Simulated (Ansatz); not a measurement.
# Te2Mo: the cost of one run

Program: Ansatz 0.2.0. Level of theory: DFT PBE, scalar-relativistic, plane waves, PAW. These are calculated values, not measurements.

## Step 1: The system as given

Symmetry: P6_3/mmc, No. 194, hexagonal system. The conventional cell has a = 3.518 Å, b = 3.518 Å, c = 13.974 Å, α = 90.00°, β = 90.00°, γ = 120.00°. Te (site symmetry 3m) has 3 Mo at 2.72 Å in its first shell of neighbours. Mo (site symmetry -6m2) is surrounded by 6 Te at 2.72 Å.

As a file:

```
Te Mo
1.0
    10.55460    0.00000    0.00000
    -5.27730    9.14055    0.00000
     0.00000    0.00000   13.97360
Te Mo
36 18
Direct
  0.11111 0.22222 0.62100
  0.11111 0.55556 0.62100
  0.11111 0.88889 0.62100
  0.44444 0.22222 0.62100
  0.44444 0.55556 0.62100
  0.44444 0.88889 0.62100
  0.77778 0.22222 0.62100
  0.77778 0.55556 0.62100
  0.77778 0.88889 0.62100
  0.22222 0.11111 0.12100
  0.22222 0.44444 0.12100
  0.22222 0.77778 0.12100
  0.55556 0.11111 0.12100
  0.55556 0.44444 0.12100
  0.55556 0.77778 0.12100
  0.88889 0.11111 0.12100
  0.88889 0.44444 0.12100
  0.88889 0.77778 0.12100
  0.11111 0.22222 0.87900
  0.11111 0.55556 0.87900
  0.11111 0.88889 0.87900
  0.44444 0.22222 0.87900
  0.44444 0.55556 0.87900
  0.44444 0.88889 0.87900
  0.77778 0.22222 0.87900
  0.77778 0.55556 0.87900
  0.77778 0.88889 0.87900
  0.22222 0.11111 0.37900
  0.22222 0.44444 0.37900
  0.22222 0.77778 0.37900
  0.55556 0.11111 0.37900
  0.55556 0.44444 0.37900
  0.55556 0.77778 0.37900
  0.88889 0.11111 0.37900
  0.88889 0.44444 0.37900
  0.88889 0.77778 0.37900
  0.11111 0.22222 0.25000
  0.11111 0.55556 0.25000
  0.11111 0.88889 0.25000
  0.44444 0.22222 0.25000
  0.44444 0.55556 0.25000
  0.44444 0.88889 0.25000
  0.77778 0.22222 0.25000
  0.77778 0.55556 0.25000
  0.77778 0.88889 0.25000
  0.22222 0.11111 0.75000
  0.22222 0.44444 0.75000
  0.22222 0.77778 0.75000
  0.55556 0.11111 0.75000
  0.55556 0.44444 0.75000
  0.55556 0.77778 0.75000
  0.88889 0.11111 0.75000
  0.88889 0.44444 0.75000
  0.88889 0.77778 0.75000
```

The runs take a perfect supercell of 54 atoms; the defect goes to fractional position (0.111, 0.222, 0.621).

## Step 2: The perfect supercell

input.yaml

```yaml
crystal:
  lattice:
    - [10.5546, 0.0, 0.0]
    - [-5.2773, 9.140552, 0.0]
    - [0.0, 0.0, 13.9736]
  atoms:
    - { symbol: Te, position: [0.111111, 0.222222, 0.621] }
    - { symbol: Te, position: [0.111111, 0.555556, 0.621] }
    - { symbol: Te, position: [0.111111, 0.888889, 0.621] }
    - { symbol: Te, position: [0.444444, 0.222222, 0.621] }
    - { symbol: Te, position: [0.444444, 0.555556, 0.621] }
    - { symbol: Te, position: [0.444444, 0.888889, 0.621] }
    - { symbol: Te, position: [0.777778, 0.222222, 0.621] }
    - { symbol: Te, position: [0.777778, 0.555556, 0.621] }
    - { symbol: Te, position: [0.777778, 0.888889, 0.621] }
    - { symbol: Te, position: [0.222222, 0.111111, 0.121] }
    - { symbol: Te, position: [0.222222, 0.444444, 0.121] }
    - { symbol: Te, position: [0.222222, 0.777778, 0.121] }
    - { symbol: Te, position: [0.555556, 0.111111, 0.121] }
    - { symbol: Te, position: [0.555556, 0.444444, 0.121] }
    - { symbol: Te, position: [0.555556, 0.777778, 0.121] }
    - { symbol: Te, position: [0.888889, 0.111111, 0.121] }
    - { symbol: Te, position: [0.888889, 0.444444, 0.121] }
    - { symbol: Te, position: [0.888889, 0.777778, 0.121] }
    - { symbol: Te, position: [0.111111, 0.222222, 0.879] }
    - { symbol: Te, position: [0.111111, 0.555556, 0.879] }
    - { symbol: Te, position: [0.111111, 0.888889, 0.879] }
    - { symbol: Te, position: [0.444444, 0.222222, 0.879] }
    - { symbol: Te, position: [0.444444, 0.555556, 0.879] }
    - { symbol: Te, position: [0.444444, 0.888889, 0.879] }
    - { symbol: Te, position: [0.777778, 0.222222, 0.879] }
    - { symbol: Te, position: [0.777778, 0.555556, 0.879] }
    - { symbol: Te, position: [0.777778, 0.888889, 0.879] }
    - { symbol: Te, position: [0.222222, 0.111111, 0.379] }
    - { symbol: Te, position: [0.222222, 0.444444, 0.379] }
    - { symbol: Te, position: [0.222222, 0.777778, 0.379] }
    - { symbol: Te, position: [0.555556, 0.111111, 0.379] }
    - { symbol: Te, position: [0.555556, 0.444444, 0.379] }
    - { symbol: Te, position: [0.555556, 0.777778, 0.379] }
    - { symbol: Te, position: [0.888889, 0.111111, 0.379] }
    - { symbol: Te, position: [0.888889, 0.444444, 0.379] }
    - { symbol: Te, position: [0.888889, 0.777778, 0.379] }
    - { symbol: Mo, position: [0.111111, 0.222222, 0.25] }
    - { symbol: Mo, position: [0.111111, 0.555556, 0.25] }
    - { symbol: Mo, position: [0.111111, 0.888889, 0.25] }
    - { symbol: Mo, position: [0.444444, 0.222222, 0.25] }
    - { symbol: Mo, position: [0.444444, 0.555556, 0.25] }
    - { symbol: Mo, position: [0.444444, 0.888889, 0.25] }
    - { symbol: Mo, position: [0.777778, 0.222222, 0.25] }
    - { symbol: Mo, position: [0.777778, 0.555556, 0.25] }
    - { symbol: Mo, position: [0.777778, 0.888889, 0.25] }
    - { symbol: Mo, position: [0.222222, 0.111111, 0.75] }
    - { symbol: Mo, position: [0.222222, 0.444444, 0.75] }
    - { symbol: Mo, position: [0.222222, 0.777778, 0.75] }
    - { symbol: Mo, position: [0.555556, 0.111111, 0.75] }
    - { symbol: Mo, position: [0.555556, 0.444444, 0.75] }
    - { symbol: Mo, position: [0.555556, 0.777778, 0.75] }
    - { symbol: Mo, position: [0.888889, 0.111111, 0.75] }
    - { symbol: Mo, position: [0.888889, 0.444444, 0.75] }
    - { symbol: Mo, position: [0.888889, 0.777778, 0.75] }
basis:
  ecutwfc: 420
  fft_grid_basis: typed
kpoints:
  mp_grid: { grid: [3, 3, 1] }
hamiltonian:
  xc: pbe
  pseudopotentials: { kind: paw }
scf:
  occupations: { method: gaussian, width: 0.05 }
output:
  forces: true
  stress: false
  eigenvalues: true
  bader: false
  write_density: true
  volumetric_format: npy
```

The run is started by

```sh
> ansatz run input.yaml --threads 8 --pin off --max-ram 16384MiB --backend cpu --events-out ev --progress --plain --runs-dir out
```

**Question.** How long does this run take on 8 threads of Arm Neoverse V1, shared host, and how much memory does it need?

About 36 s, with a peak of 8 GiB.
